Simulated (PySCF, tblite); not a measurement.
**C₇H₆Cl radical: geometry, infrared bands and EPR parameters**

What infrared bands and EPR parameters should C₇H₆Cl radical (`C[C@@]12[C]=C[C@@H]1C=C2Cl`) show?

The runs use tblite 0.8.0 and PySCF 2.14.0, with density-fitted response routines of our own; the level of theory stands in each step. All values are computed, except where a source is named. Atoms are numbered from 0 throughout.

### 1 The starting structure

14 atoms, charge 0, multiplicity 2; geometry from: force field or distance geometry start.

Bonds of the start (Å): C0–C1 1.51, C1–C2 1.44, C2–C3 1.33, C3–C4 1.48, C4–C5 1.45, C5–C6 1.34, C6–Cl7 1.76, C4–C1 1.50, C6–C1 1.46, C0–H8 1.11, C0–H9 1.11, C0–H10 1.11, C3–H11 1.07, C4–H12 1.10, C5–H13 1.09.

### 2 Geometry optimisation with GFN2-xTB

What the job is given:

```
{"job": {"kind": "relax", "xc": "GFN2-xTB", "basis": "xTB"}, "charge": 0, "multiplicity": 2}
C      1.715600    -0.093100     0.066400
C      0.294100     0.269000    -0.302200
C     -0.152900     0.060000    -1.652400
C     -1.087400    -0.827300    -1.342000
C     -0.734500    -0.743100     0.092000
C     -1.319800     0.324200     0.883300
C     -0.398600     1.232200     0.552100
Cl    -0.146200     2.915500     0.989700
H      2.320100     0.826700    -0.044400
H      2.140500    -0.851900    -0.618200
H      1.720900    -0.469600     1.109500
H     -1.803400    -1.398100    -1.900900
H     -0.361800    -1.633700     0.610000
H     -2.187300     0.388800     1.534900
```

On the command line:

```console
> OMP_NUM_THREADS=1 python probes_run.py task.json out
```

This one command runs all jobs of the session in turn.

**Question.** This job is followed by: GFN2-xTB harmonic vibrations, gas phase; UKS B3LYP, pcH-1 on C Cl H, non-relativistic, mean-field spin-orbit, GIAO. Predict these results of the whole session: strongest single infrared mode (GFN2-xTB); zero-point energy (GFN2-xTB); g(iso) (B3LYP); ⟨S²⟩; largest a(iso) (averaged by class); potential on the surface of density 0.002 e/bohr³, 1st and 99th percentile.

The runs gave:

| quantity | value |
| --- | --- |
| strongest single infrared mode (GFN2-xTB) | 1034 cm⁻¹, 72 km/mol |
| zero-point energy (GFN2-xTB) | 63.7 kcal/mol |
| g(iso) (B3LYP) | 2.00228 |
| ⟨S²⟩ | 0.757 (exact 0.75) |
| largest a(iso) (averaged by class) | 13C on C2, 365.3 MHz |
| potential on the surface of density 0.002 e/bohr³, 1st and 99th percentile | -0.68 V and 1.05 V |

**Reading.** The optimisation took 63 steps and gained 0.565 eV; among the close pairs (by a distance rule), C1–C4 changed most, from 1.496 to 1.580 Å. No mode is imaginary among the 36: a minimum at this level. The strongest single mode, at 1034 cm⁻¹, has its largest shares on C6, H9 and C4 (the list is cut at 3 atoms). Unscaled tight-binding wavenumbers are off by several per cent, some by more. Its intensities can rank the bands wrongly. C2 carries the largest spin population, 0.89 e. The isotropic g lies 0.0 ppt below the free-electron value. The conformer search found further structures of the same energy, which may be mirror or relabelled copies of this one.
